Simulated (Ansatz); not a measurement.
Runs of Ansatz 0.2.0 on CsLiCr2Te2S3. The typed cell holds 18 atoms: a = 3.675 Å, b = 6.258 Å, c = 18.879 Å, α = 89.93°, β = 89.72°, γ = 90.00°. The cell was built by a generator and needn't be a form met in nature.

```tsv
task	level	cell	k mesh	cutoff (eV)	points for each segment of the path	temperature	mesh quality	gap on the mesh (eV)	pressure (GPa)	moment (μB)	relaxed volume (Å³/atom)	largest force (eV/Å)
relaxation of cell and atoms	r2SCAN	relaxed	5 × 3 × 1	500	-	-	not flagged	none	0.0	11.72	23.73	-
band structure	LDA	as given	7 × 5 × 2	420	10	-	not flagged	none	-4.8	(c)	-	0.59
relaxation of cell and atoms	PBE+D4	relaxed	5 × 3 × 1	420	-	-	not flagged	none	0.0	11.33	22.10	0.01
relaxation of cell and atoms	revPBE	relaxed	5 × 3 × 1	420	-	-	not flagged	none	0.0	11.37	(b)	0.01
band structure	r2SCAN	as given	7 × 5 × 2	500	10	-	not flagged	none	0.1	11.70	-	(a)
relaxation of cell and atoms	LDA	relaxed	5 × 3 × 1	420	-	-	not flagged	none	0.0	11.09	21.17	0.01
band structure	revPBE	as given	7 × 5 × 2	420	10	-	not flagged	none	(d)	11.48	-	0.11
```

Alike in all rows: potentials or basis Ansatz PAW; spin collinear, ferromagnetic start; smearing fermi-dirac 0.05 eV.

Task: Estimate the missing entries.

Result: (a) 0.27; (b) 27.63; (c) 11.34; (d) 1.6.

Caveats: only a ferromagnetic start was run, and an antiferromagnetic order may lie lower in energy; the PAW data sets come from PBE, with cores solved anew for the run's functional, which leaves a small shift of forces and pressure (some runs); the plane-wave basis is chosen anew once the cell has moved, so the energies of steps on either side of that aren't comparable (some runs); spin-orbit coupling is left out, which moves the levels of the heavy elements (some runs); the magnetic or orbital state may not be the lowest (some runs); pairwise dispersion overbinds metals, which lowers pressure and volume (some runs).

A k mesh can miss the band edges, and the runs leave out spin-orbit coupling on Cs, Te.

A gap of «none» marks a metal or a gap under the smearing width.
